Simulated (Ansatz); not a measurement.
**C₂H₆GeSi: small, medium and large basis sets**

Aim: see how fast density functionals converge with the basis set for C₂H₆GeSi.

Computed with Ansatz 0.2.0, Gaussian basis. Level: one geometry, several basis sets.

Plan: PBE0-D4/def2-SVP; ωB97M-V/def2-SVP; PBE0-D4/def2-QZVPP; ωB97M-V/def2-QZVPP; the functionals' def2-TZVPP values are taken from earlier runs.

## Step 1: The relaxed structure

The geometry comes from an earlier relaxation with PBE0-D4/def2-TZVP; it is a stationary point, not always the lowest conformer.

SMILES `C1=[CH][GeH2][SiH2]1`, 10 atoms, charge 0, spin multiplicity 1.

Atoms are counted from 1 here; the program's logs count them from 0.

Bond lengths: C1–C2 1.345 Å, C1–Si4 1.877 Å, C1–H5 1.089 Å, C2–Ge3 1.968 Å, C2–H6 1.089 Å, Ge3–Si4 2.380 Å, Ge3–H7 1.540 Å, Ge3–H8 1.540 Å, Si4–H9 1.489 Å, Si4–H10 1.489 Å. Angles: C2–C1–Si4 105.9°, C2–C1–H5 123.0°, Si4–C1–H5 131.1°, C1–C2–Ge3 105.3°, C1–C2–H6 123.8°, Ge3–C2–H6 131.0°, C2–Ge3–Si4 72.5°, C2–Ge3–H7 114.8°, C2–Ge3–H8 114.8°, Si4–Ge3–H7 121.0°, Si4–Ge3–H8 120.9°, H7–Ge3–H8 108.5°, C1–Si4–Ge3 76.3°, C1–Si4–H9 115.5°, C1–Si4–H10 115.4°, Ge3–Si4–H9 119.6°, Ge3–Si4–H10 119.6°, H9–Si4–H10 107.7°.

## Step 2: PBE0-D4 in def2-SVP

Input file in.yaml:

```yaml
crystal:
  periodic: [false, false, false]
  atoms:
    - {symbol: C, position_ang: [-0.848440, 0.854486, -0.471194]}
    - {symbol: C, position_ang: [-1.172930, -0.440662, -0.306367]}
    - {symbol: Ge, position_ang: [0.445849, -1.291368, 0.421505]}
    - {symbol: Si, position_ang: [0.933511, 1.015158, 0.095784]}
    - {symbol: H, position_ang: [-1.544598, 1.594587, -0.863067]}
    - {symbol: H, position_ang: [-2.150289, -0.855237, -0.548894]}
    - {symbol: H, position_ang: [1.072836, -2.368735, -0.482442]}
    - {symbol: H, position_ang: [0.288241, -1.874515, 1.837865]}
    - {symbol: H, position_ang: [1.152903, 1.895398, 1.277063]}
    - {symbol: H, position_ang: [1.905916, 1.419788, -0.957354]}
basis:
  gaussian: {orbitals: def2-SVP}
hamiltonian: {xc: pbe0, dispersion: d4}
output: {orbitals: {seedname: orbitals}}
```

After this run come: ωB97M-V in def2-SVP; PBE0-D4 in def2-QZVPP; ωB97M-V in def2-QZVPP.

Q: Predict the results of all the runs planned. Wanted: PBE0-D4: double and triple zeta above quadruple; ωB97M-V: double and triple zeta above quadruple.

As calculated:

| quantity | value |
| --- | --- |
| PBE0-D4: double and triple zeta above quadruple | 13.81, 1.59 eV |
| ωB97M-V: double and triple zeta above quadruple | 13.87, 1.54 eV |

**Reading.** PBE0-D4 gains 12.22 eV from double to triple zeta, then 1.59 eV more. Total energies overstate the basis error of differences, where much of it tends to cancel. The LUMO of ωB97M-V is positive and keeps falling with the basis (1.73 to 1.19 eV): an unbound level that the basis holds in place.
